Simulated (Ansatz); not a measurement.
**Ge4As: what a guessed cell relaxes into**

Aim: relax a trial structure of Ge4As and see where it ends.

Method: DFT PBE, scalar-relativistic, plane waves, PAW, in Ansatz 0.2.0.

### 1 The structure to begin with

Symmetry: Pm-3m, No. 221, cubic system. Conventional cell: a = 4.921 Å, b = 4.921 Å, c = 4.921 Å, α = 90.00°, β = 90.00°, γ = 90.00°. Around Ge (site symmetry m-3m) lie 12 Ge at 3.48 Å. Ge (site symmetry 4/mmm) has 2 As at 2.46 Å as nearest neighbours. As (site symmetry m-3m) has 6 Ge at 2.46 Å as nearest neighbours.

Structure file:

```
Ge As
1.0
     4.92051    0.00000    0.00000
     0.00000    4.92051    0.00000
     0.00000    0.00000    4.92051
Ge As
4 1
Direct
  0.50000 0.50000 0.50000
  0.50000 0.00000 0.00000
  0.00000 0.50000 0.00000
  0.00000 0.00000 0.50000
  0.00000 0.00000 0.00000
```

The cell is invented: random cell by space group and Wyckoff sites (Pm-3m, No. 221). Lengths come from tabulated atomic sizes and are only a guess.

### 2 Probe: one point on a coarse mesh

File input.yaml:

```yaml
crystal:
  lattice:
    - [4.9205126, 0.0, 0.0]
    - [0.0, 4.9205126, 0.0]
    - [0.0, 0.0, 4.9205126]
  atoms:
    - { symbol: Ge, position: [0.5, 0.5, 0.5] }
    - { symbol: Ge, position: [0.5, 0.0, 0.0] }
    - { symbol: Ge, position: [0.0, 0.5, 0.0] }
    - { symbol: Ge, position: [0.0, 0.0, 0.5] }
    - { symbol: As, position: [0.0, 0.0, 0.0] }
basis:
  ecutwfc: 420
kpoints:
  mp_grid: { grid: [4, 4, 4] }
hamiltonian:
  xc: pbe
scf:
  occupations: { method: gaussian, width: 0.1 }
  lower_state_search: "off"
output:
  forces: true
  stress: true
  eigenvalues: true
```

Launch:

```sh
$ ansatz run input.yaml --threads 1 --pin off --max-ram 2560MiB --backend cpu --events-out ev --progress --plain --runs-dir out
```

The session goes on with these runs: a loose first relaxation; final relaxation.

Before running it: what results should come out? Wanted: conventional cell; volume; energy over the elements; gap on the mesh.

**Answer**, as computed:

| quantity | value |
| --- | --- |
| symmetry at the end (tolerance 0.05 Å) | space group Pm-3m (No. 221) |
| conventional cell | a = 5.013 Å, b = 5.013 Å, c = 5.013 Å, α = 90.00°, β = 90.00°, γ = 90.00° |
| volume | 25.20 Å³/atom |
| energy over the elements | +0.80 eV/atom |
| gap on the mesh | none (metal) |

What this shows: The space group Pm-3m (No. 221) is kept, and the volume per atom grows by 5.8 % from the first guess. With a positive formation energy it can't be a ground state. No finished test with a distortion of lower symmetry is shown, so the end may be a saddle point.
